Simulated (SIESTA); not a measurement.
Crystal: NaFe2O3.

```
Fe Na O
1.0
     3.04700    0.00000    0.00000
    -1.52350    2.63878    0.00000
     0.00000    0.00000    7.77800
Fe Na O
2 1 3
Direct
  0.66667 0.33333 0.83530
  0.33333 0.66667 0.16470
  0.00000 0.00000 0.50000
  0.00000 0.00000 0.00000
  0.66667 0.33333 0.33500
  0.33333 0.66667 0.66500
```

| Item | Value |
| --- | --- |
| Program | SIESTA 5.4.2 |
| Task | single point |
| Functional | PBEsol |
| Potentials or basis | PseudoDojo 0.4 standard (PBEsol files) |
| Basis | DZP (energy shift 0.003 Ry; two zetas on semicore shells) |
| Grid cutoff | 800 Ry |
| Energy shift | 0.003 Ry |
| k mesh | 10 × 10 × 4 |
| Occupations | fermi-dirac, width 0.05 eV |
| Spin | collinear spin, ferromagnetic start |
| Starting moments | [3.0, 3.0, 0.0, 0.0, 0.0, 0.0] μB |

On this cell: pressure -8.3 GPa; largest force 3.707 eV/Å; net moment 9.00 μB per cell; site moments Fe +3.86; Na -0.01; O +0.34, +0.48 μB; band gap on the k mesh none (metal or under the smearing width).

The same run follows on a disturbed copy (atoms moved at random, drawn with an rms of 0.05 Å):

```xyz
6
Lattice="3.0470 0.0000 0.0000 -1.5235 2.6388 0.0000 0.0000 0.0000 7.7780" Properties=species:S:1:pos:R:3 pbc="T T T"
Fe    1.5494    0.8570    6.5161
Fe    0.0302    1.8098    1.2760
Na   -0.0097   -0.0384    3.8875
O    -0.0010    0.0005    0.0635
O     1.5514    0.8909    2.6406
O     0.0057    1.7344    5.1721
```

Problem. What changes?

Solution. The energy (extrapolated to zero smearing) moves by +34.6 meV/atom; pressure -8.0 GPa; largest force 4.018 eV/Å; net moment 9.00 μB per cell; site moments Fe +3.83, +3.86; Na -0.01; O +0.34, +0.50, +0.49 μB; band gap on the k mesh none (metal or under the smearing width).

Forces in eV/Å, atoms in the order of the input:
```
Fe  -0.057 -0.006 -1.980
Fe  -0.097 -0.088  2.279
Na   0.183  0.253  0.173
O    0.129  0.071 -0.391
O   -0.124 -0.211 -4.010
O   -0.037 -0.020  3.930
```

Stress tensor (GPa, compression positive):
```
 -5.73  -0.22   0.03
 -0.22  -5.58   0.12
  0.03   0.12 -12.66
```

Caveats: short orbitals over semicore shells can move pressures by several GPa; the basis of atomic orbitals isn't converged, which shifts pressures, moduli and gaps; semilocal functionals often make such compounds metallic where correlation or magnetic order opens a gap, which also shifts bond lengths; only a ferromagnetic start was run, and an antiferromagnetic order may lie lower in energy; forces of over 1 eV/Å show positions far from the minimum, so gaps and moduli don't describe the material at rest (some runs).
